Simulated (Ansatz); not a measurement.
# CH₆AlNSi: an energy map over bond length C1–N2 and bond length C1–H6

Aim: map the energy of CH6AlNSi, SMILES C[N]1[AlH][SiH2]1 over two coordinates, and find its wells, ridges and stiffness.

Program: Ansatz 0.2.0. Level of theory: RKS PBE0-D4/def2-TZVP. These are calculated values, not measurements.

### Step 1. The starting structure

SMILES `C[N]1[AlH][SiH2]1`, 10 atoms, charge 0, spin multiplicity 1.

Atoms are counted from 1 here; the program's logs count them from 0.

Bond lengths: C1–N2 1.447 Å, C1–H5 1.111 Å, C1–H6 1.115 Å, C1–H7 1.115 Å, N2–Al3 1.801 Å, N2–Si4 1.811 Å, Al3–Si4 2.324 Å, Al3–H8 1.595 Å, Si4–H9 1.515 Å, Si4–H10 1.515 Å. Angles: N2–C1–H5 111.4°, N2–C1–H6 111.8°, N2–C1–H7 111.8°, H5–C1–H6 107.4°, H5–C1–H7 107.5°, H6–C1–H7 106.7°, C1–N2–Al3 149.9°, C1–N2–Si4 130.0°, Al3–N2–Si4 80.1°, N2–Al3–Si4 50.2°, N2–Al3–H8 136.0°, Si4–Al3–H8 173.9°, N2–Si4–Al3 49.8°, N2–Si4–H9 114.5°, N2–Si4–H10 114.8°, Al3–Si4–H9 126.8°, Al3–Si4–H10 126.8°, H9–Si4–H10 106.3°.

Geometry (Å):

```mol
CH6AlNSi
  3D, bonds by distance, orders not assigned

 10 10  0  0  0  0  0  0  0  0999 V2000
   -0.1567    1.4251   -0.2086 C   0  0
    0.1250    0.0062   -0.2368 N   0  0
    0.8169   -1.4292   -1.0763 Al  0  0
   -0.2451   -1.2784    0.9848 Si  0  0
    0.1857    1.9252   -1.1393 H   0  0
    0.3487    1.9302    0.6473 H   0  0
   -1.2474    1.6285   -0.1017 H   0  0
    1.5611   -1.6998   -2.4611 H   0  0
   -1.7216   -1.4769    1.2606 H   0  0
    0.4162   -1.0819    2.3339 H   0  0
  1  2  8  0
  1  5  8  0
  1  6  8  0
  1  7  8  0
  2  3  8  0
  2  4  8  0
  3  4  8  0
  3  8  8  0
  4  9  8  0
  4 10  8  0
M  END
```

This geometry comes from a loose relaxation at PBE in a small basis, which is not shown.

### Step 2. The minimum at this level

input.yaml

```yaml
crystal:
  periodic: [false, false, false]
  atoms:
    - { symbol: C, position_ang: [-0.156653, 1.425143, -0.208582] }
    - { symbol: "N", position_ang: [0.125028, 0.006192, -0.236801] }
    - { symbol: Al, position_ang: [0.816913, -1.429191, -1.076273] }
    - { symbol: Si, position_ang: [-0.245052, -1.278404, 0.984845] }
    - { symbol: H, position_ang: [0.185739, 1.925179, -1.139257] }
    - { symbol: H, position_ang: [0.348679, 1.930168, 0.647326] }
    - { symbol: H, position_ang: [-1.247374, 1.628468, -0.101738] }
    - { symbol: H, position_ang: [1.561135, -1.699799, -2.461079] }
    - { symbol: H, position_ang: [-1.721559, -1.476942, 1.260624] }
    - { symbol: H, position_ang: [0.416244, -1.081914, 2.333935] }
basis:
  gaussian: { orbitals: def2-TZVP }
hamiltonian:
  xc: pbe0
  dispersion: d4
output:
  forces: true
relax:
  f_tol: 0.003
  max_steps: 120
```

On the command line:

```sh
> ansatz run input.yaml --threads 1 --pin off --max-ram 2560MiB --backend cpu --events-out ev --progress --plain --runs-dir out
```

Log:

```text
Warning: RAYON_NUM_THREADS=1 ignored (pool sized by the plan → 1); use --threads N
The last accepted step is kept in <dir> (removed where the run ends without a failure and the disk answers)
Engine: ansatz 0.2.0, aarch64-unknown-linux-gnu
Functional definition: PBE0
  parameter a = 0.25
  parameter kappa = 0.804
  parameter beta = 0.06672455060314922
  exchange = (1 - a)*pbe_x(kappa = kappa, mu = beta*pi^2/3) + a*exact_x
  correlation = pbe_c(beta = beta)
1146 factors; their error is unknown
mean field evaluation 1: about -17080.3500 eV, gradient 6.8e1 eV
mean field evaluation 2: about -17026.3947 eV, gradient 1.4e2 eV
mean field evaluation 4: about -17090.5610 eV, gradient 1.0e1 eV
mean field evaluation 8: about -17090.7685 eV, gradient 1.4e-1 eV
mean field evaluation 16: about -17090.8117 eV, gradient 1.6e-4 eV
mean field -17090.81167432 eV, -628.0757444631 hartree, gradient 2.4e-5 eV, S^2 0.000000; 0 other end points of the search recorded, 0 dependent functions left out
the calculation of the forces begins
reference -17090.81171075 eV, -628.0757458018 hartree; 23, 23 occupied and 149, 149 virtual orbitals, 1146 factors
relax step   1: F+E_penalty+E_count = -17090.99081658 eV  Δ(F+E_penalty+E_count) = +0.000e0 eV  max|allowed force component| = 7.205e-1 eV/Å  Δτ_max = 0.0000 Å  (28 SCF iters, accepted)
these checks for a lower state are left out or cut short: starts, cluster_reference, orbital_swaps, neighbouring_geometries, increment
1146 factors; their error is unknown
mean field -17090.85554786 eV, -628.0773567859 hartree, gradient 2.1e-5 eV, S^2 0.000000; 0 other end points of the search recorded, 0 dependent functions left out
the calculation of the forces begins
reference -17090.85558414 eV, -628.0773581192 hartree; 23, 23 occupied and 149, 149 virtual orbitals, 1146 factors
relax step   2: F+E_penalty+E_count = -17091.03568491 eV  Δ(F+E_penalty+E_count) = -4.487e-2 eV  max|allowed force component| = 5.243e-1 eV/Å  Δτ_max = 0.0257 Å  (32 SCF iters, accepted)
these checks for a lower state are left out or cut short: starts, cluster_reference, orbital_swaps, neighbouring_geometries, increment
1146 factors; their error is unknown
mean field evaluation 32: about -17090.8643 eV, gradient 2.1e-5 eV
mean field -17090.86429542 eV, -628.0776782529 hartree, gradient 2.1e-5 eV, S^2 0.000000; 0 other end points of the search recorded, 0 dependent functions left out
the calculation of the forces begins
reference -17090.86433162 eV, -628.0776795831 hartree; 23, 23 occupied and 149, 149 virtual orbitals, 1146 factors
relax step   3: F+E_penalty+E_count = -17091.04526338 eV  Δ(F+E_penalty+E_count) = -9.578e-3 eV  max|allowed force component| = 4.352e-2 eV/Å  Δτ_max = 0.0173 Å  (32 SCF iters, accepted)
these checks for a lower state are left out or cut short: starts, cluster_reference, orbital_swaps, neighbouring_geometries, increment
1146 factors; their error is unknown
mean field -17090.86446636 eV, -628.0776845349 hartree, gradient 2.1e-5 eV, S^2 0.000000; 0 other end points of the search recorded, 0 dependent functions left out
the calculation of the forces begins
reference -17090.86450255 eV, -628.0776858646 hartree; 23, 23 occupied and 149, 149 virtual orbitals, 1146 factors
relax step   4: F+E_penalty+E_count = -17091.04542234 eV  Δ(F+E_penalty+E_count) = -1.590e-4 eV  max|allowed force component| = 2.190e-2 eV/Å  Δτ_max = 0.0057 Å  (33 SCF iters, accepted)
these checks for a lower state are left out or cut short: starts, cluster_reference, orbital_swaps, neighbouring_geometries, increment
1146 factors; their error is unknown
mean field -17090.86451988 eV, -628.0776865015 hartree, gradient 1.1e-5 eV, S^2 0.000000; 0 other end points of the search recorded, 0 dependent functions left out
the calculation of the forces begins
reference -17090.86455607 eV, -628.0776878314 hartree; 23, 23 occupied and 149, 149 virtual orbitals, 1146 factors
relax step   5: F+E_penalty+E_count = -17091.04547087 eV  Δ(F+E_penalty+E_count) = -4.853e-5 eV  max|allowed force component| = 6.956e-3 eV/Å  Δτ_max = 0.0041 Å  (24 SCF iters, accepted)
these checks for a lower state are left out or cut short: starts, cluster_reference, orbital_swaps, neighbouring_geometries, increment
1146 factors; their error is unknown
mean field -17090.86454479 eV, -628.0776874168 hartree, gradient 1.3e-5 eV, S^2 0.000000; 0 other end points of the search recorded, 0 dependent functions left out
the calculation of the forces begins
reference -17090.86458098 eV, -628.0776887468 hartree; 23, 23 occupied and 149, 149 virtual orbitals, 1146 factors
relax step   6: F+E_penalty+E_count = -17091.04548790 eV  Δ(F+E_penalty+E_count) = -1.703e-5 eV  max|allowed force component| = 4.353e-3 eV/Å  Δτ_max = 0.0035 Å  (24 SCF iters, accepted)
these checks for a lower state are left out or cut short: starts, cluster_reference, orbital_swaps, neighbouring_geometries, increment
1146 factors; their error is unknown
mean field -17090.86456173 eV, -628.0776880397 hartree, gradient 1.4e-5 eV, S^2 0.000000; 0 other end points of the search recorded, 0 dependent functions left out
the calculation of the forces begins
reference -17090.86459793 eV, -628.0776893698 hartree; 23, 23 occupied and 149, 149 virtual orbitals, 1146 factors
relax step   7: F+E_penalty+E_count = -17091.04549603 eV  Δ(F+E_penalty+E_count) = -8.126e-6 eV  max|allowed force component| = 5.303e-3 eV/Å  Δτ_max = 0.0035 Å  (23 SCF iters, accepted)
these checks for a lower state are left out or cut short: starts, cluster_reference, orbital_swaps, neighbouring_geometries, increment
1146 factors; their error is unknown
mean field evaluation 64: about -17090.8646 eV, gradient 2.1e-5 eV
mean field -17090.86456656 eV, -628.0776882171 hartree, gradient 2.1e-5 eV, S^2 0.000000; 0 other end points of the search recorded, 0 dependent functions left out
the calculation of the forces begins
reference -17090.86460276 eV, -628.0776895472 hartree; 23, 23 occupied and 149, 149 virtual orbitals, 1146 factors
relax step   8: F+E_penalty+E_count = -17091.04549787 eV  Δ(F+E_penalty+E_count) = -1.841e-6 eV  max|allowed force component| = 6.158e-3 eV/Å  Δτ_max = 0.0055 Å  (32 SCF iters, accepted)
these checks for a lower state are left out or cut short: starts, cluster_reference, orbital_swaps, neighbouring_geometries, increment
1146 factors; their error is unknown
mean field -17090.86457503 eV, -628.0776885281 hartree, gradient 1.4e-5 eV, S^2 0.000000; 0 other end points of the search recorded, 0 dependent functions left out
the calculation of the forces begins
reference -17090.86461122 eV, -628.0776898583 hartree; 23, 23 occupied and 149, 149 virtual orbitals, 1146 factors
relax step   9: F+E_penalty+E_count = -17091.04550420 eV  Δ(F+E_penalty+E_count) = -6.330e-6 eV  max|allowed force component| = 3.551e-3 eV/Å  Δτ_max = 0.0034 Å  (24 SCF iters, accepted)
these checks for a lower state are left out or cut short: starts, cluster_reference, orbital_swaps, neighbouring_geometries, increment
1146 factors; their error is unknown
mean field -17090.86457287 eV, -628.0776884489 hartree, gradient 9.9e-6 eV, S^2 0.000000; 0 other end points of the search recorded, 0 dependent functions left out
the calculation of the forces begins
reference -17090.86460907 eV, -628.0776897790 hartree; 23, 23 occupied and 149, 149 virtual orbitals, 1146 factors
relax step  10: F+E_penalty+E_count = -17091.04550540 eV  Δ(F+E_penalty+E_count) = -1.206e-6 eV  max|allowed force component| = 1.238e-3 eV/Å  Δτ_max = 0.0010 Å  (22 SCF iters, accepted)
1146 factors; their error is unknown
mean field evaluation 96: about -17090.8646 eV, gradient 2.4e-5 eV
mean field -17090.86457287 eV, -628.0776884489 hartree, gradient 1.1e-5 eV, S^2 0.000000; 1 other end points of the search recorded, 0 dependent functions left out
the calculation of the forces begins
reference -17090.86460907 eV, -628.0776897790 hartree; 23, 23 occupied and 149, 149 virtual orbitals, 1146 factors
Total energy: -17091.04554160 eV, -628.0843389270 hartree
Atom 0 at    -0.156197     1.408760    -0.203464 Å, force    -0.000974     0.001238     0.000383 eV/Å
Atom 1 at     0.121902    -0.004907    -0.228019 Å, force     0.000677    -0.000795    -0.000190 eV/Å
Atom 2 at     0.803168    -1.413035    -1.065268 Å, force     0.000114    -0.000821     0.000125 eV/Å
Atom 3 at    -0.240005    -1.252755     0.971329 Å, force     0.000105    -0.000275    -0.000425 eV/Å
Atom 4 at     0.202827     1.897825    -1.113200 Å, force     0.000074     0.000020     0.000180 eV/Å
Atom 5 at     0.327822     1.897872     0.650200 Å, force    -0.000002    -0.000293    -0.000090 eV/Å
Atom 6 at    -1.232096     1.604316    -0.123245 Å, force     0.000071     0.000220    -0.000064 eV/Å
Atom 7 at     1.536087    -1.673526    -2.440516 Å, force     0.000044     0.000166    -0.000097 eV/Å
Atom 8 at    -1.694603    -1.456086     1.252978 Å, force    -0.000035     0.000281     0.000248 eV/Å
Atom 9 at     0.414195    -1.059565     2.302206 Å, force    -0.000075     0.000259    -0.000071 eV/Å
Dipole moment:     0.085062     0.111736    -0.213155 e Å
```

It took 1.7 min on 1 thread of Arm Neoverse V2, shared host; peak memory 0.38 GiB.

Step by step:

```
step  energy from step 1 (eV)  largest force component (eV/Å)
   1                   0.0000                          0.7205
   2                  -0.0449                          0.5243
   3                  -0.0544                          0.0435
   4                  -0.0546                          0.0219
   5                  -0.0547                          0.0070
   6                  -0.0547                          0.0044
   7                  -0.0547                          0.0053
   8                  -0.0547                          0.0062
   9                  -0.0547                          0.0036
  10                  -0.0547                          0.0012
```

Distances of close pairs at the start and the end, largest changes first:

```
   bond  before (Å)  after (Å)  change (Å)
 N2–Si4       1.811      1.768      -0.043
Al3–Si4       2.324      2.294      -0.030
 N2–Al3       1.801      1.774      -0.027
Si4–H10       1.515      1.496      -0.020
 Si4–H9       1.515      1.496      -0.020
  C1–H6       1.115      1.096      -0.018
  C1–H7       1.115      1.096      -0.018
  C1–H5       1.111      1.093      -0.017
```

### Step 3. The grid

The axes are (1) bond length C1–N2: 13 values from 1.210 to 1.873 Å; (2) bond length C1–H6: 13 values from 0.899 to 1.645 Å.

Nothing else is relaxed (all other coordinates rigid). Energies count from the relaxed molecule at the same level.

Of the runs on the grid, 3 are shown in the steps below; the others differ only in the two coordinates.

### Step 4. Grid point bond length C1–N2 = 1.321 Å, bond length C1–H6 = 1.148 Å

input.yaml

```yaml
crystal:
  periodic: [false, false, false]
  atoms:
    - { symbol: C, position_ang: [-0.156197, 1.40876, -0.203464] }
    - { symbol: "N", position_ang: [0.098749, 0.11279, -0.225975] }
    - { symbol: Al, position_ang: [0.780014, -1.295338, -1.063224] }
    - { symbol: Si, position_ang: [-0.263159, -1.135058, 0.973373] }
    - { symbol: H, position_ang: [0.202827, 1.897825, -1.1132] }
    - { symbol: H, position_ang: [0.350568, 1.920859, 0.690319] }
    - { symbol: H, position_ang: [-1.232096, 1.604316, -0.123245] }
    - { symbol: H, position_ang: [1.512933, -1.555829, -2.438471] }
    - { symbol: H, position_ang: [-1.717756, -1.338389, 1.255023] }
    - { symbol: H, position_ang: [0.391042, -0.941868, 2.30425] }
basis:
  gaussian: { orbitals: def2-TZVP }
hamiltonian:
  xc: pbe0
  dispersion: d4
output:
  forces: true
```

On the command line:

```sh
> ansatz run input.yaml --threads 1 --pin off --max-ram 2560MiB --backend cpu --events-out ev --progress --plain --runs-dir out
```

Log:

```text
Warning: RAYON_NUM_THREADS=1 ignored (pool sized by the plan → 1); use --threads N
Engine: ansatz 0.2.0, aarch64-unknown-linux-gnu
Functional definition: PBE0
  parameter a = 0.25
  parameter kappa = 0.804
  parameter beta = 0.06672455060314922
  exchange = (1 - a)*pbe_x(kappa = kappa, mu = beta*pi^2/3) + a*exact_x
  correlation = pbe_c(beta = beta)
1146 factors; their error is unknown
mean field evaluation 1: about -17078.8561 eV, gradient 7.3e1 eV
mean field evaluation 2: about -17021.6535 eV, gradient 1.5e2 eV
mean field evaluation 4: about -17090.2955 eV, gradient 9.5e0 eV
mean field evaluation 8: about -17090.4865 eV, gradient 1.4e-1 eV
mean field evaluation 16: about -17090.5309 eV, gradient 1.6e-4 eV
mean field -17090.53087632 eV, -628.0654253270 hartree, gradient 4.0e-5 eV, S^2 0.000000; 0 other end points of the search recorded, 0 dependent functions left out
the calculation of the forces begins
reference -17090.53091271 eV, -628.0654266641 hartree; 23, 23 occupied and 149, 149 virtual orbitals, 1146 factors
Total energy: -17090.71444687 eV, -628.0721714201 hartree
Atom 0 at    -0.156197     1.408760    -0.203464 Å, force    -0.281289     4.968578     0.967201 eV/Å
Atom 1 at     0.098749     0.112790    -0.225975 Å, force     1.047310    -5.155144    -0.071548 eV/Å
Atom 2 at     0.780014    -1.295338    -1.063224 Å, force    -0.001119    -0.136968     0.053750 eV/Å
Atom 3 at    -0.263159    -1.135058     0.973373 Å, force     0.036761    -0.261712     0.000488 eV/Å
Atom 4 at     0.202827     1.897825    -1.113200 Å, force    -0.025524     0.369254     0.008950 eV/Å
Atom 5 at     0.350568     1.920859     0.690319 Å, force    -0.653650    -0.253070    -1.002214 eV/Å
Atom 6 at    -1.232096     1.604316    -0.123245 Å, force    -0.121465     0.369039     0.071344 eV/Å
Atom 7 at     1.512933    -1.555829    -2.438471 Å, force    -0.000875     0.016988    -0.003111 eV/Å
Atom 8 at    -1.717756    -1.338389     1.255023 Å, force    -0.007044     0.037723    -0.012840 eV/Å
Atom 9 at     0.391042    -0.941868     2.304250 Å, force     0.006895     0.045311    -0.012019 eV/Å
Dipole moment:     0.091178     0.054928    -0.219892 e Å
```

Wall time 8.3 s (1 thread of Arm Neoverse V2, shared host); peak memory 0.36 GiB.

Energy on the map's scale: 0.33 eV.

### Step 5. The run at bond length C1–N2 = 1.542 Å, bond length C1–H6 = 1.583 Å

input.yaml

```yaml
crystal:
  periodic: [false, false, false]
  atoms:
    - { symbol: C, position_ang: [-0.156197, 1.40876, -0.203464] }
    - { symbol: "N", position_ang: [0.1414, -0.104022, -0.229741] }
    - { symbol: Al, position_ang: [0.822666, -1.51215, -1.06699] }
    - { symbol: Si, position_ang: [-0.220507, -1.35187, 0.969607] }
    - { symbol: H, position_ang: [0.202827, 1.897825, -1.1132] }
    - { symbol: H, position_ang: [0.542592, 2.114903, 1.028991] }
    - { symbol: H, position_ang: [-1.232096, 1.604316, -0.123245] }
    - { symbol: H, position_ang: [1.555585, -1.772642, -2.442237] }
    - { symbol: H, position_ang: [-1.675104, -1.555202, 1.251257] }
    - { symbol: H, position_ang: [0.433694, -1.15868, 2.300484] }
basis:
  gaussian: { orbitals: def2-TZVP }
hamiltonian:
  xc: pbe0
  dispersion: d4
output:
  forces: true
```

On the command line:

```sh
> ansatz run input.yaml --threads 1 --pin off --max-ram 2560MiB --backend cpu --events-out ev --progress --plain --runs-dir out
```

Log:

```text
Warning: RAYON_NUM_THREADS=1 ignored (pool sized by the plan → 1); use --threads N
Engine: ansatz 0.2.0, aarch64-unknown-linux-gnu
Functional definition: PBE0
  parameter a = 0.25
  parameter kappa = 0.804
  parameter beta = 0.06672455060314922
  exchange = (1 - a)*pbe_x(kappa = kappa, mu = beta*pi^2/3) + a*exact_x
  correlation = pbe_c(beta = beta)
1146 factors; their error is unknown
mean field evaluation 1: about -17078.6837 eV, gradient 6.7e1 eV
mean field evaluation 2: about -17026.3533 eV, gradient 1.4e2 eV
mean field evaluation 4: about -17088.6408 eV, gradient 1.1e1 eV
mean field evaluation 8: about -17088.9466 eV, gradient 1.3e-1 eV
mean field evaluation 16: about -17088.9876 eV, gradient 1.2e-4 eV
mean field -17088.98755152 eV, -628.0087091867 hartree, gradient 2.9e-5 eV, S^2 0.000000; 0 other end points of the search recorded, 0 dependent functions left out
the calculation of the forces begins
reference -17088.98758788 eV, -628.0087105229 hartree; 23, 23 occupied and 149, 149 virtual orbitals, 1146 factors
Total energy: -17089.18058691 eV, -628.0158031064 hartree
Atom 0 at    -0.156197     1.408760    -0.203464 Å, force     1.968370    -0.975346     2.631190 eV/Å
Atom 1 at     0.141400    -0.104022    -0.229741 Å, force    -0.531815     3.074306     0.243376 eV/Å
Atom 2 at     0.822666    -1.512150    -1.066990 Å, force     0.083201    -0.014026    -0.130961 eV/Å
Atom 3 at    -0.220507    -1.351870     0.969607 Å, force    -0.122522     0.143265     0.080674 eV/Å
Atom 4 at     0.202827     1.897825    -1.113200 Å, force     0.325697    -0.066120     0.327616 eV/Å
Atom 5 at     0.542592     2.114903     1.028991 Å, force    -2.032168    -2.029777    -3.557054 eV/Å
Atom 6 at    -1.232096     1.604316    -0.123245 Å, force     0.270535    -0.086678     0.434122 eV/Å
Atom 7 at     1.555585    -1.772642    -2.442237 Å, force    -0.000348    -0.005763     0.008744 eV/Å
Atom 8 at    -1.675104    -1.555202     1.251257 Å, force     0.017682    -0.028949    -0.001215 eV/Å
Atom 9 at     0.433694    -1.158680     2.300484 Å, force     0.021368    -0.010912    -0.036491 eV/Å
Dipole moment:     0.044639     0.012883    -0.282724 e Å
```

It took 7.5 s on 1 thread of Arm Neoverse V2, shared host; peak memory 0.36 GiB.

On the map this point reads 1.86 eV.

[end of part 1 of 2]
